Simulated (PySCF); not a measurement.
# C7H7NO2: the cost of one run

Computed with PySCF 2.14.0, with density-fitted response routines of our own, on a single molecule, in the gas phase or a continuum. Atoms count from 0, in the outputs and in this text.

**1. Starting geometry**

17 atoms, charge 0, multiplicity 1; geometry from: GFN2-xTB.

Bonds of the start (Å): C0–C1 1.50, C1–O2 1.20, C1–O3 1.35, O3–C4 1.38, C4–C5 1.39, C5–C6 1.39, C6–N7 1.32, N7–C8 1.32, C8–C9 1.38, C9–C4 1.39, C0–H10 1.09, C0–H11 1.09, C0–H12 1.09, C5–H13 1.08, C6–H14 1.08, C8–H15 1.08, C9–H16 1.08.

**2. Optimising the geometry at PBE0-D3(BJ)/def2-SVP**

The job: settings as JSON, then the geometry in Å.

```
{"job": {"xc": "PBE0", "basis": "def2-SVP", "d3": "d3bj", "grid": 1, "kind": "geom"}, "charge": 0, "multiplicity": 1}
C      3.227776    -0.165051     0.086519
C      1.816574    -0.215682     0.605711
O      1.492673    -0.518211     1.718711
O      0.962680     0.143809    -0.375741
C     -0.410944     0.114563    -0.227274
C     -1.098486    -0.789834     0.570531
C     -2.484938    -0.724261     0.563132
N     -3.180171     0.139951    -0.152256
C     -2.514209     0.994506    -0.909804
C     -1.133204     1.028049    -0.989724
H      3.924476    -0.188287     0.918522
H      3.375404     0.729141    -0.512630
H      3.397711    -1.033136    -0.548148
H     -0.582381    -1.513329     1.178519
H     -3.066785    -1.409687     1.164691
H     -3.117805     1.687697    -1.479956
H     -0.615368     1.731792    -1.620713
```

Command:

```console
$ OMP_NUM_THREADS=1 python probes_run.py task.json out
```

One launch serves the whole session: the jobs run in the order shown.

**Question.** How long does this first job take on 1 thread of Arm Neoverse N1, shared host, and how much memory does it need?

About 5.1 min, with a peak of 0.83 GiB.
